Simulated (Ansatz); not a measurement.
# GaBr+ (quartet): the correlation ladder, cc-pVDZ

An exercise on one series of results from a longer session: the logs are not shown, and one member is left open.

Program: Ansatz 0.2.0, Gaussian basis. Level of theory: cc-pVDZ, core rule «outside noble gas», up to 28 orbitals frozen. These are calculated values, not measurements.

The runs, in order: UHF; CCSD(T) on ROHF; CCSD(T) on UHF; BCCD(T) on ROHF; CISD as a restricted active space (open shells left free, so some higher excitations enter); CCSDT(Q) on ROHF; CCSDT(Q) on UHF.

16 further runs of the same task are left out: 7 for a known fault of the program, 4 that didn't finish, 5 set aside as unsound or not needed. Runs told in other sessions of the task aren't counted.

**The geometry**

The geometry is a PBE0/def2-TZVP stationary point (not a proven minimum). No spin-orbit coupling is included. The filled d shell of Ga, Br may be among the frozen orbitals whatever the setting's name suggests.

2 atoms, charge 1, spin multiplicity 4.

Atoms are counted from 1 here; the program's logs count them from 0.

Bond lengths: Ga1–Br2 2.533 Å.

Set-up of the first run:

File in.yaml:

```yaml
crystal:
  periodic: [false, false, false]
  atoms:
    - {symbol: Ga, position_ang: [0.000000, 0.000000, 0.000000]}
    - {symbol: Br, position_ang: [0.000000, 0.000000, 2.532600]}
basis:
  gaussian: {orbitals: cc-pVDZ}
total_charge: 1
magnetization: {spin_polarized: true, initial_magnetization: 3}
hamiltonian: {xc: hf}
output: {orbitals: {seedname: orbitals}}
```

On the command line:

```bash
$ ansatz run in.yaml --threads 1 --pin off --events-out ev --progress --plain --max-ram 2393MiB
```

Steps of the session up to this table: UHF; CCSD(T) on ROHF; CCSD(T) on UHF; BCCD(T) on ROHF; CISD as a restricted active space (open shells left free, so some higher excitations enter); CCSDT(Q) on ROHF; CCSDT(Q) on UHF.

One of the session's tables, all rows but one given; the rest of the session is left out.

| method | from UCCSDT(Q) (meV) |
| --- | --- |
| ROHF | +3669.0 |
| UHF | +3526.7 |
| RMP2 | +676.7 |
| UMP2 | +664.1 |
| RCCSD | +162.1 |
| UCCSD | +140.3 |
| RCCSD(T) | ? |
| UCCSD(T) | +73.7 |
| BCCD(T) | +92.7 |
| RCCSDT | +38.5 |
| UCCSDT | +23.4 |
| RCCSDT(Q) | +13.2 |
| UCCSDT(Q) | 0 |

Q: Estimate the row for RCCSD(T) from the others.

The run gave: from UCCSDT(Q) (meV): +92.0. In the column «from UCCSDT(Q) (meV)» it lies between UCCSD(T) (+73.7) and BCCD(T) (+92.7).

Not comparable, so not listed: CISD as a restricted active space (open shells left free, so some higher excitations enter) (they don't share determinant, frozen orbitals or solution with the rows shown, or repeat one).

To keep in mind: The report flags that the cluster equations may have other roots. The program flags RCCSDT(Q) as in doubt, so those rows may rest on another solution. Restricted and unrestricted rows rest on different reference determinants; a gap between their highest levels can come from leftover correlation error, from unlike frozen cores or from another state.
